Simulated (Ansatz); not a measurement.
Crystal: GdO.

```
Gd O
1.0
     3.11330    0.00000    0.00000
    -1.55665    2.69620    0.00000
     0.00000    0.00000    3.03843
Gd O
1 1
Direct
  0.00000 0.00000 0.00000
  0.66667 0.33333 0.50000
```

The cell comes from a database or a generator and needn't be the stable form of this composition.

Base run:

- Program: Ansatz 0.2.0
- Functional: LDA
- Potentials or basis: Ansatz PAW
- Cutoff: 420 eV (not typed: the program's choice for these potentials)
- k mesh: 10 × 10 × 9
- Occupations: fermi-dirac, width 0.05 eV
- Spin: collinear spin, ferromagnetic start
- Starting moments: [7.0, 0.0] μB
- Hubbard terms: Gd f U = 4 eV

Its results: band gap on the k mesh none (metal or under the smearing width); pressure 20.1 GPa; net moment 7.43 μB per cell; site moments Gd +6.98; O -0.01 μB.

Task: The run is repeated on the same cell with these changes: hubbard terms from Gd f U = 4 eV to Gd f U = 2 eV. What comes out?

Result: Band gap on the k mesh none (metal or under the smearing width); pressure 18.6 GPa; net moment 7.30 μB per cell; site moments Gd +6.91; O -0.00 μB.

Caveats: the magnetic or orbital state may not be the lowest; spin-orbit coupling is left out, which moves the levels of the heavy elements; a cell with one magnetic atom can't hold antiferromagnetic order, which such compounds often take; the PAW data sets come from PBE, with cores solved anew for the run's functional, which leaves a small shift of forces and pressure.
